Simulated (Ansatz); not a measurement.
# SiGeHO+ (triplet): the correlation ladder, cc-pVTZ

One table from this session's results is given with a row withheld; the runs are named, their logs left out.

Computed with Ansatz 0.2.0, Gaussian basis. Level: cc-pVTZ, core rule «outside noble gas», up to 20 orbitals frozen.

The runs, in order: UHF; CCSD(T) on ROHF; CCSD(T) on UHF; BCCD(T) on ROHF; CCSDT(Q) on ROHF; CCSDT(Q) on UHF.

6 further runs of the same task are left out: 1 for a known fault of the program, 5 set aside as unsound or not needed.

## The geometry

The geometry is a PBE0/def2-TZVP stationary point (not a proven minimum) of the parent state, kept for this charge and spin. No spin-orbit coupling is included. The filled d shell of Ge may be among the frozen orbitals whatever the setting's name suggests; the logs give the count.

4 atoms, charge 1, spin multiplicity 3.

Atoms are counted from 1 here; the program's logs count them from 0.

Bond lengths: Ge1–O2 1.777 Å, Ge1–H4 1.564 Å, O2–Si3 1.641 Å. Angles: O2–Ge1–H4 115.7°, Ge1–O2–Si3 150.5°.

Set-up of the first run:

File in.yaml:

```yaml
crystal:
  periodic: [false, false, false]
  atoms:
    - {symbol: Ge, position_ang: [0.000000, 0.004847, 1.021232]}
    - {symbol: O, position_ang: [0.000000, -0.359730, -0.718378]}
    - {symbol: Si, position_ang: [0.000000, 0.137734, -2.282184]}
    - {symbol: H, position_ang: [0.000000, 1.522968, 1.396565]}
basis:
  gaussian: {orbitals: cc-pVTZ}
total_charge: 1
magnetization: {spin_polarized: true, initial_magnetization: 2}
hamiltonian: {xc: hf}
output: {orbitals: {seedname: orbitals}}
```

Run with:

```console
$ ansatz run in.yaml --threads 1 --pin off --events-out ev --progress --plain --max-ram 4096MiB --backend cpu
```

Steps of the session up to this table: UHF; CCSD(T) on ROHF; CCSD(T) on UHF; BCCD(T) on ROHF; CCSDT(Q) on ROHF; CCSDT(Q) on UHF.

One of the session's tables, all rows but one given; the rest of the session is left out.

It belongs to the step «Misses and costs». 

```
   method  from RCCSDT(Q) (meV)
     ROHF              +11523.6
      UHF              +11443.9
     RMP2               +1112.2
     UMP2               +1084.3
    RCCSD                +559.0
    UCCSD                +542.8
 RCCSD(T)                 +54.9
 UCCSD(T)                 +40.7
  BCCD(T)                 +45.6
   RCCSDT                     ?
   UCCSDT                 +13.0
RCCSDT(Q)                     0
UCCSDT(Q)                 -26.3
```

Q: Estimate the row for RCCSDT from the others.

**Answer.** from RCCSDT(Q) (meV): +26.4. In the column «from RCCSDT(Q) (meV)» it lies between UCCSDT (+13.0) and UCCSD(T) (+40.7).

To keep in mind: Restricted and unrestricted rows rest on different reference determinants; where their highest levels disagree by more than a few hundredths of an eV, they describe different states and don't form one ladder.
